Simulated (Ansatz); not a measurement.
**C: energy and stress against strain**

This session takes C and sets out to see how energy and stress answer to the strain pattern (0, 0, 1, 0, 0, 0).

A COD entry behind a cell of this session may itself be a prediction, so a difference from it is no test against experiment.

Method: DFT r2SCAN, scalar-relativistic, plane waves, PAW, in Ansatz 0.2.0.

1 further run of the same task is left out (set aside as unsound or not needed). Runs told in other sessions of the task aren't counted.

## 1. The system as given

Symmetry: P6_3/mmc, No. 194, hexagonal system. Conventional cell: a = 2.503 Å, b = 2.503 Å, c = 4.169 Å, α = 90.00°, β = 90.00°, γ = 120.00°. Around C (site symmetry 3m) lie 4 C at 1.54 to 1.56 Å.

Structure file:

```cif
data_structure
_symmetry_space_group_name_H-M 'P6_3/mmc'
_symmetry_Int_Tables_number 194
_cell_length_a 2.5032
_cell_length_b 2.5032
_cell_length_c 4.1689
_cell_angle_alpha 90.000
_cell_angle_beta 90.000
_cell_angle_gamma 120.000
_cell_volume 22.62
loop_
_atom_site_label
_atom_site_type_symbol
_atom_site_symmetry_multiplicity
_atom_site_Wyckoff_symbol
_atom_site_fract_x
_atom_site_fract_y
_atom_site_fract_z
_atom_site_occupancy
C1 C 4 f 0.33333 0.66667 0.06273 1
```

It is the result of an earlier relaxation at this level (volume 5.66 Å³/atom; gap on the mesh: 3.60 eV).

## 2. The reference: the undisturbed cell on the scan's mesh

Input file input.yaml:

```yaml
crystal:
  lattice:
    - [2.5031935029, 0.0, 0.0]
    - [-1.2515967514, 2.1678291641, 0.0]
    - [0.0, 0.0, 4.1688841719]
  atoms:
    - { symbol: C, position: [0.3333333333, 0.6666666667, 0.0627335268] }
    - { symbol: C, position: [0.6666666667, 0.3333333333, 0.5627335268] }
    - { symbol: C, position: [0.3333333333, 0.6666666667, 0.4372664732] }
    - { symbol: C, position: [0.6666666667, 0.3333333333, 0.9372664732] }
basis:
  ecutwfc: 500
kpoints:
  mp_grid: { grid: [12, 12, 6] }
hamiltonian:
  xc: r2scan
scf:
  occupations: { method: gaussian, width: 0.05 }
output:
  forces: true
  stress: true
  eigenvalues: true
  write_density: true
  write_potential: true
  elf: true
  volumetric_format: npy
```

Started as:

```
> ansatz run input.yaml --threads 1 --pin off --max-ram 2560MiB --backend cpu --events-out ev --progress --plain --runs-dir out
```

## 3. The scan: energy and stress against strain

The cell is strained by ε times the Voigt pattern (0, 0, 1, 0, 0, 0) (xx, yy, zz, yz, xz, xy; engineering shear), with fractional coordinates fixed (clamped ions). The stress on the pattern is the sum of the stress components weighted by it, tension positive.

## 4. Point ε = -0.0400

input.yaml: that of step 2 with these lines changed.

```diff
@@ -4,3 +4,3 @@
     - [-1.2515967514, 2.1678291641, 0.0]
-    - [0.0, 0.0, 4.1688841719]
+    - [0.0, 0.0, 4.002128805]
   atoms:
@@ -22,5 +22 @@
   eigenvalues: true
-  write_density: true
-  write_potential: true
-  elf: true
-  volumetric_format: npy
```

## 5. ε = 0.0300

input.yaml: that of step 4 with these lines changed.

```diff
@@ -4,3 +4,3 @@
     - [-1.2515967514, 2.1678291641, 0.0]
-    - [0.0, 0.0, 4.002128805]
+    - [0.0, 0.0, 4.2939506971]
   atoms:
```

## 6. At ε = -0.0200

input.yaml: that of step 5 with these lines changed.

```diff
@@ -4,3 +4,3 @@
     - [-1.2515967514, 2.1678291641, 0.0]
-    - [0.0, 0.0, 4.2939506971]
+    - [0.0, 0.0, 4.0855064885]
   atoms:
```

## 7. ε = 0.0100

input.yaml: that of step 6 with these lines changed.

```diff
@@ -4,3 +4,3 @@
     - [-1.2515967514, 2.1678291641, 0.0]
-    - [0.0, 0.0, 4.0855064885]
+    - [0.0, 0.0, 4.2105730136]
   atoms:
```

## 8. At ε = 0.0400

input.yaml: that of step 7 with these lines changed.

```diff
@@ -4,3 +4,3 @@
     - [-1.2515967514, 2.1678291641, 0.0]
-    - [0.0, 0.0, 4.2105730136]
+    - [0.0, 0.0, 4.3356395388]
   atoms:
```

## 9. ε = -0.0300

input.yaml: that of step 8 with these lines changed.

```diff
@@ -4,3 +4,3 @@
     - [-1.2515967514, 2.1678291641, 0.0]
-    - [0.0, 0.0, 4.3356395388]
+    - [0.0, 0.0, 4.0438176467]
   atoms:
```

## 10. ε = 0.0200

input.yaml: that of step 9 with these lines changed.

```diff
@@ -4,3 +4,3 @@
     - [-1.2515967514, 2.1678291641, 0.0]
-    - [0.0, 0.0, 4.0438176467]
+    - [0.0, 0.0, 4.2522618553]
   atoms:
@@ -22 +22,5 @@
   eigenvalues: true
+  write_density: true
+  write_potential: true
+  elf: true
+  volumetric_format: npy
```

## 11. ε = -0.0100

input.yaml: that of step 10 with these lines changed.

```diff
@@ -4,3 +4,3 @@
     - [-1.2515967514, 2.1678291641, 0.0]
-    - [0.0, 0.0, 4.2522618553]
+    - [0.0, 0.0, 4.1271953302]
   atoms:
@@ -22,5 +22 @@
   eigenvalues: true
-  write_density: true
-  write_potential: true
-  elf: true
-  volumetric_format: npy
```

## 12. Point ε = 0.0350

input.yaml: that of step 11 with these lines changed.

```diff
@@ -4,3 +4,3 @@
     - [-1.2515967514, 2.1678291641, 0.0]
-    - [0.0, 0.0, 4.1271953302]
+    - [0.0, 0.0, 4.3147951179]
   atoms:
```

(Steps that only read results are left out.)

Before running it: what results should come out? Wanted: slope of the stress at ε = 0, over ±0.0100.

As calculated:

```
                                  quantity     value
slope of the stress at ε = 0, over ±0.0100  1353 GPa
```

What this shows: From the stress slope, C33 is about 1353 GPa with the ions clamped; letting the atoms relax could not make it stiffer. No sampled point lies below the undisturbed cell. Compression costs more than tension: 42.3 against 34.6 meV/atom at the ends. The gap on the mesh stays between 3.48 and 3.68 eV.
